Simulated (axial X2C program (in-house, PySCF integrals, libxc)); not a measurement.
**HSnH⁻: bond lengths and stretches, held linear**

One table from this session's results is given with a row withheld; the runs are named, their logs left out.

Program: an in-house X2C program for linear molecules on PySCF integrals. Level of theory: all-electron X2C, two-component (2c) or spin-free, H dyall-v3z, Sn dyall-v3z. These are calculated values, not measurements.

All values are calculated.

2 further runs of the same task are left out: 2 set aside as unsound or not needed.

The first run:

task.json reads:

```json
{"zs": [1, 50, 1], "q": -1, "bas": ["dyall-v3z", "dyall-v3z", "dyall-v3z"], "r0": [1.72, 1.72], "symm": 1, "scan": ["PBE0", "HF", "TPSSh"], "levels": ["PBE0", "HF", "TPSSh"], "nst": 2}
```

Keys: zs atomic numbers; q charge; bas basis sets; r0 starting distance in Å; symm equal bonds; scan levels of the two-bond scan (MP2 follows by itself at each HF point); levels methods; nst determinants followed.

Started as:

```bash
$ python solin.py task.json out
```

Masses H 1.008, Sn 119.902, H 1.008 u.

Among the steps run: Scan at PBE0, 2c; Scan at HF, 2c; Scan at TPSSh, 2c.

One of the session's tables, all rows but one given; the rest of the session is left out.

| level | r(H–Sn) (Å) | r(Sn–H) (Å) | lower stretch (cm⁻¹) | upper stretch (cm⁻¹) |
| --- | --- | --- | --- | --- |
| PBE0, 2c | 1.923 | 1.923 | 936.6 | 1285.6 |
| HF, 2c | ? | ? | ? | ? |
| TPSSh, 2c | 1.933 | 1.933 | 908.7 | 1270.3 |
| MP2, 2c | 1.899 | 1.899 | 949.7 | 1378.7 |
| PBE0, spin-free | 1.922 | 1.922 | 943.2 | 1287.0 |
| HF, spin-free | 1.924 | 1.924 | 847.0 | 1297.3 |
| TPSSh, spin-free | 1.932 | 1.932 | 914.7 | 1271.6 |
| MP2, spin-free | 1.898 | 1.898 | 956.3 | 1380.4 |

Q: Estimate the row for HF, 2c from the others.

**Answer.** r(H–Sn) (Å): 1.925; r(Sn–H) (Å): 1.925; lower stretch (cm⁻¹): 841.1; upper stretch (cm⁻¹): 1295.9. In the column «r(H–Sn) (Å)» it lies between HF, spin-free (1.924) and TPSSh, spin-free (1.932).

Scans not shown above were run alike.

What this shows: Over the levels the H–Sn bond spans 1.898 to 1.933 Å and the Sn–H bond 1.898 to 1.933 Å. At PBE0 spin–orbit coupling leaves both bonds unchanged to 0.001 Å. Each state is one determinant, the lowest of a limited PBE0 search; the stretches come from a fit to few points and are good to some per cent at best. MP2 freezes inner shells (threshold -2 hartree). For an anion the highest level of a functional can be positive, and the basis then holds the extra electron. The molecule was held linear; bending was not examined, so a bent shape may lie lower. Note: several unpaired electrons, one determinant need not be a pure state.
